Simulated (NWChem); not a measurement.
# CH6Ge (methyl germane): levels of theory compared

Aim: a comparison of 6 runs (HF/STO-3G, HF/3-21G, HF/def2-SVPD, B3LYP/6-31G*, MP2/def2-SVPD, CCSD/def2-SVPD) of CH6Ge (methyl germane). 

The results are computed with NWChem 7.3.0.

## 1. The system as given

The species is CH6Ge (8 atoms), meant as a singlet with charge 0. As SMILES, `[CH3][GeH3]`. The coordinates come from a PBE0-D4/def2-TZVP relaxation.

Bond lengths: C1–Ge2 1.953 Å, C1–H3 1.090 Å, C1–H4 1.090 Å, C1–H5 1.091 Å, Ge2–H6 1.539 Å, Ge2–H7 1.539 Å, Ge2–H8 1.539 Å. Some angles: C1–Ge2–H6 110.4°, C1–Ge2–H7 110.4°, C1–Ge2–H8 110.4°, Ge2–C1–H3 110.3°, Ge2–C1–H4 110.3°, Ge2–C1–H5 110.3°, H6–Ge2–H7 108.5°, H6–Ge2–H8 108.5°, H7–Ge2–H8 108.5°, H3–C1–H4 108.6°.

## 2. Energy and gradient at HF/STO-3G (run 1)

Contents of mol.xyz:

```xyz
8

C     -0.310900     0.190300    -0.971400
Ge     0.296900    -0.181900     0.846700
H     -1.380100     0.404200    -0.976500
H      0.218800     1.052200    -1.378400
H     -0.124600    -0.669400    -1.616000
H      0.030700     1.028200     1.760100
H      1.807100    -0.479600     0.857700
H     -0.445700    -1.401200     1.422100
```

Contents of run.py:

```python
from ase.io import read
from ase.calculators.nwchem import NWChem

atoms = read('mol.xyz')

calc = NWChem(
    label='mol',
    theory='scf',
    memory='2200 mb',
    basis='STO-3G',
    basispar='spherical bse',
    scf={'nopen': '0', 'rhf': None, 'thresh': '1e-08', 'maxiter': '80'},
)
atoms.calc = calc

forces = atoms.get_forces()
print(f"energy = {atoms.get_potential_energy():.6f} eV")
print("forces (eV/A):")
for s, f in zip(atoms.symbols, forces):
    print(f"{s:2s} {f[0]:10.5f} {f[1]:10.5f} {f[2]:10.5f}")
print("dipole (e A):", atoms.get_dipole_moment().round(4))
```

Launch:

```bash
$ export ASE_NWCHEM_COMMAND="nwchem PREFIX.nwi > PREFIX.nwo"
$ python run.py
```

Log:

```text
energy = -56944.319811 eV
forces (eV/A):
C     0.29635   -0.18425    0.87464
Ge    0.41657   -0.25336    1.24477
H     0.38412   -0.05651   -0.14290
H    -0.26441   -0.32118    0.02057
H    -0.12444    0.38315    0.11945
H     0.33820   -1.59388   -1.25321
H    -2.01461    0.40305   -0.05821
H     0.96828    1.62298   -0.80517
dipole (e A): [-0.0074  0.0045 -0.0223]
```

The calculator wrote mol.nwi:

```
title "mol"

permanent_dir mol

scratch_dir mol

start mol

geometry units angstrom nocenter noautosym noautoz
  C  -3.1090000000000001e-01 1.9030000000000000e-01 -9.7140000000000004e-01
  Ge 2.9690000000000000e-01 -1.8190000000000001e-01 8.4670000000000001e-01
  H  -1.3801000000000001e+00 4.0420000000000000e-01 -9.7650000000000003e-01
  H  2.1879999999999999e-01 1.0522000000000000e+00 -1.3784000000000001e+00
  H  -1.2460000000000000e-01 -6.6940000000000000e-01 -1.6160000000000001e+00
  H  3.0700000000000002e-02 1.0282000000000000e+00 1.7601000000000000e+00
  H  1.8070999999999999e+00 -4.7960000000000003e-01 8.5770000000000002e-01
  H  -4.4569999999999999e-01 -1.4012000000000000e+00 1.4220999999999999e+00
end

memory 2200 mb

basis spherical bse noprint
   * library STO-3G
end

scf
  nopen 0
  rhf
  thresh 1e-08
  maxiter 80
end

task scf gradient
```

mol.nwo, shortened:

```text
[...]
      One-electron energy =  -3174.686279395264
[... 1 line left out ...]
 Nuclear repulsion energy =    119.994915651213
[... 37 lines left out ...]
                       ROHF Final Molecular Orbital Analysis
[... 190 lines left out ...]
     1   1 0 0     -0.014068      0.000000     14.629503
[...]
  wavefunction    =   RHF
                         RHF ENERGY GRADIENTS
    atom               coordinates                        gradient
                 x          y          z           x          y          z
   1 C      -0.587516   0.359615  -1.835680   -0.005763   0.003583  -0.017009
   2 Ge      0.561060  -0.343741   1.600031   -0.008101   0.004927  -0.024207
   3 H      -2.608011   0.763827  -1.845317   -0.007470   0.001099   0.002779
[... 4 lines of this table left out ...]
   8 H      -0.842251  -2.647884   2.687379   -0.018830  -0.031562   0.015658
[...]
```

Wall time 2.1 s (1 thread of AMD EPYC 9R45 (Zen 5), shared host); peak memory 0.1 GiB.

## 3. Energy and gradient at HF/3-21G (run 2)

Contents of run.py:

```python
from ase import Atoms
from ase.calculators.nwchem import NWChem

molecule = Atoms(['C', 'Ge', 'H', 'H', 'H', 'H', 'H', 'H'], positions=[
    [-0.310900, 0.190300, -0.971400],
    [0.296900, -0.181900, 0.846700],
    [-1.380100, 0.404200, -0.976500],
    [0.218800, 1.052200, -1.378400],
    [-0.124600, -0.669400, -1.616000],
    [0.030700, 1.028200, 1.760100],
    [1.807100, -0.479600, 0.857700],
    [-0.445700, -1.401200, 1.422100],
])

calc = NWChem(
    label='mol',
    theory='scf',
    memory='2200 mb',
    basis='3-21G',
    basispar='spherical bse',
    scf={'nopen': '0', 'rhf': None, 'thresh': '1e-08', 'maxiter': '80'},
)
molecule.calc = calc

forces = molecule.get_forces()
e = molecule.get_potential_energy()
print(f"E = {e:.6f} eV")
print("forces (eV/A):")
for s, f in zip(molecule.symbols, forces):
    print(f"{s:2s} {f[0]:10.5f} {f[1]:10.5f} {f[2]:10.5f}")
print("dipole (e A):", molecule.get_dipole_moment().round(4))
```

Launch:

```bash
$ export ASE_NWCHEM_COMMAND="nwchem PREFIX.nwi > PREFIX.nwo"
$ python run.py
```

Log:

```text
E = -57319.764925 eV
forces (eV/A):
C    -0.06510    0.03790   -0.20363
Ge    0.05605   -0.03270    0.16614
H     0.24071   -0.03579   -0.08767
H    -0.16506   -0.20147    0.01471
H    -0.07724    0.24004    0.07682
H    -0.01085    0.04237    0.02515
H     0.04957   -0.00910   -0.00571
H    -0.02808   -0.04124    0.01414
dipole (e A): [-0.0413  0.0252 -0.1235]
```

The calculator wrote mol.nwi:

```
title "mol"

permanent_dir mol

scratch_dir mol

start mol

geometry units angstrom nocenter noautosym noautoz
  C  -3.1090000000000001e-01 1.9030000000000000e-01 -9.7140000000000004e-01
  Ge 2.9690000000000000e-01 -1.8190000000000001e-01 8.4670000000000001e-01
  H  -1.3801000000000001e+00 4.0420000000000000e-01 -9.7650000000000003e-01
  H  2.1879999999999999e-01 1.0522000000000000e+00 -1.3784000000000001e+00
  H  -1.2460000000000000e-01 -6.6940000000000000e-01 -1.6160000000000001e+00
  H  3.0700000000000002e-02 1.0282000000000000e+00 1.7601000000000000e+00
  H  1.8070999999999999e+00 -4.7960000000000003e-01 8.5770000000000002e-01
  H  -4.4569999999999999e-01 -1.4012000000000000e+00 1.4220999999999999e+00
end

memory 2200 mb

basis spherical bse noprint
   * library 3-21G
end

scf
  nopen 0
  rhf
  thresh 1e-08
  maxiter 80
end

task scf gradient
```

mol.nwo, shortened:

```text
[...]
      One-electron energy =  -3177.382767388564
[... 1 line left out ...]
 Nuclear repulsion energy =    119.994915651213
[... 40 lines left out ...]
                       ROHF Final Molecular Orbital Analysis
[... 196 lines left out ...]
     1   1 0 0     -0.078077      0.000000     14.629503
[...]
  wavefunction    =   RHF
                         RHF ENERGY GRADIENTS
    atom               coordinates                        gradient
                 x          y          z           x          y          z
   1 C      -0.587516   0.359615  -1.835680    0.001266  -0.000737   0.003960
   2 Ge      0.561060  -0.343741   1.600031   -0.001090   0.000636  -0.003231
   3 H      -2.608011   0.763827  -1.845317   -0.004681   0.000696   0.001705
[... 4 lines of this table left out ...]
   8 H      -0.842251  -2.647884   2.687379    0.000546   0.000802  -0.000275
[...]
```

Run time: 2.1 s. Hardware: 1 thread of AMD EPYC 9R45 (Zen 5), shared host; peak memory 0.099 GiB.

Runs 3 to 4 aren't shown in full; the table further down has their settings and results.

## 4. Energy and gradient at MP2/def2-SVPD (run 5)

Contents of calc.nw:

```
start calc
memory total 2200 mb
charge 0
geometry units angstroms noautosym nocenter noautoz
 C       -0.310900       0.190300      -0.971400
 Ge       0.296900      -0.181900       0.846700
 H       -1.380100       0.404200      -0.976500
 H        0.218800       1.052200      -1.378400
 H       -0.124600      -0.669400      -1.616000
 H        0.030700       1.028200       1.760100
 H        1.807100      -0.479600       0.857700
 H       -0.445700      -1.401200       1.422100
end
basis spherical bse
 * library def2-SVPD
end
scf
 thresh 1e-08
 maxiter 80
 print low
end
mp2
 freeze core 10
 tight
end
task mp2 gradient
```

Launch:

```bash
$ nwchem calc.nw > calc.out
```

Log:

```text
[...]
  functions       =   106
[...]
  wavefunction    = RHF
[...]
         Total SCF energy =  -2116.430530649487
      One-electron energy =  -3188.786985473668
      Two-electron energy =    952.361539172968
 Nuclear repulsion energy =    119.994915651213
        Time for solution =     13.1s
[...]
          Total MP2 energy         -2116.835006906106
[...]
                         mp2 ENERGY GRADIENTS
    atom               coordinates                        gradient
                 x          y          z           x          y          z
   1 C      -0.587516   0.359615  -1.835680   -0.001650   0.001047  -0.004749
   2 Ge      0.561060  -0.343741   1.600031   -0.001804   0.001073  -0.005366
   3 H      -2.608011   0.763827  -1.845317    0.005475  -0.001148   0.000397
   4 H       0.413472   1.988370  -2.604798   -0.002500  -0.004356   0.002393
   5 H      -0.235460  -1.264983  -3.053797   -0.000799   0.004138   0.003540
   6 H       0.058015   1.943016   3.326107   -0.000616   0.002876   0.002252
   7 H       3.414924  -0.906313   1.620818    0.003627  -0.000722   0.000100
   8 H      -0.842251  -2.647884   2.687379   -0.001733  -0.002907   0.001434
[...]
```

It took 36 s on 1 thread of AMD EPYC 9R45 (Zen 5), shared host; peak memory 0.39 GiB.

## 5. A single-point energy at CCSD/def2-SVPD (run 6)

Contents of mol.nw:

```
start mol
title "CH6Ge energy"
memory stack 880 mb heap 220 mb global 1100 mb
charge 0
geometry noautosym nocenter noautoz
  C    -0.310900    0.190300   -0.971400
  Ge    0.296900   -0.181900    0.846700
  H    -1.380100    0.404200   -0.976500
  H     0.218800    1.052200   -1.378400
  H    -0.124600   -0.669400   -1.616000
  H     0.030700    1.028200    1.760100
  H     1.807100   -0.479600    0.857700
  H    -0.445700   -1.401200    1.422100
end
basis spherical bse
  * library def2-SVPD
end
scf
  singlet
  rhf
  thresh 1e-08
  maxiter 80
  print low
end
ccsd
  freeze core 10
  maxiter 60
end
task ccsd
```

Launch:

```bash
$ nwchem mol.nw > mol.out
```

Log:

```text
[...]
  functions       =   106
[...]
  wavefunction    = RHF
[...]
         Total SCF energy =  -2116.430530649487
      One-electron energy =  -3188.786985473668
      Two-electron energy =    952.361539172968
 Nuclear repulsion energy =    119.994915651213
        Time for solution =     13.4s
[...]
 Total MP2 energy:          -2116.835006906105718
[...]
             energy      energy      error      ampl     ampl      Block
                                                time     time      time
[...]
 Total CCSD energy:          -2116.864418916066825
[...]
```

Wall time 1.8 min (1 thread of AMD EPYC 9R45 (Zen 5), shared host); peak memory 0.27 GiB.

## 6. All runs side by side

| run | level | Cartesian functions | iteration cap | energy (Eh) | dipole moment (D) | HOMO energy (eV) | LUMO energy (eV) | wall time |
| --- | --- | --- | --- | --- | --- | --- | --- | --- |
| 1 | HF/STO-3G | no | 80 | -2092.665172 | 0.11 | -10.33 | 13.41 | 2.1 s |
| 2 | HF/3-21G | no | 80 | -2106.462525 | 0.64 | -11.87 | 4.69 | 2.1 s |
| 3 | HF/def2-SVPD | no | 80 | -2116.430531 | 0.69 | -11.96 | 2.21 | 18 s |
| 4 | B3LYP/6-31G* (Cartesian functions) | yes | 100 | -2118.476090 | 0.77 | -8.53 | 1.03 | 14 s |
| 5 | MP2/def2-SVPD | no | 80 | -2116.835007 | 0.67 | – | – | 36 s |
| 6 | CCSD/def2-SVPD | no | 80 | -2116.864419 | – | – | – | 1.8 min |

## 7. Summary of results

```
                                           quantity           value
                                run 6: total energy  -2116.86442 Eh
run 6: correlation energy (10 core orbitals frozen)      -433.9 mEh
```

**Reading.** Below the HF energy at the same shape and in the same basis (def2-SVPD): MP2 -404.5 mEh; CCSD -433.9 mEh. Over runs 1, 2, 3, 4, 5 the dipole moment (its size) runs from 0.11 D (HF/STO-3G) to 0.77 D (B3LYP/6-31G*). The two ends differ in method and basis. Over runs 1, 2, 3, 4 the HOMO–LUMO gap runs from 9.56 eV (B3LYP/6-31G*) to 23.74 eV (HF/STO-3G). In run 1 the basis is minimal, so the values are rough. All runs together took 3 min, the longest 1.8 min.
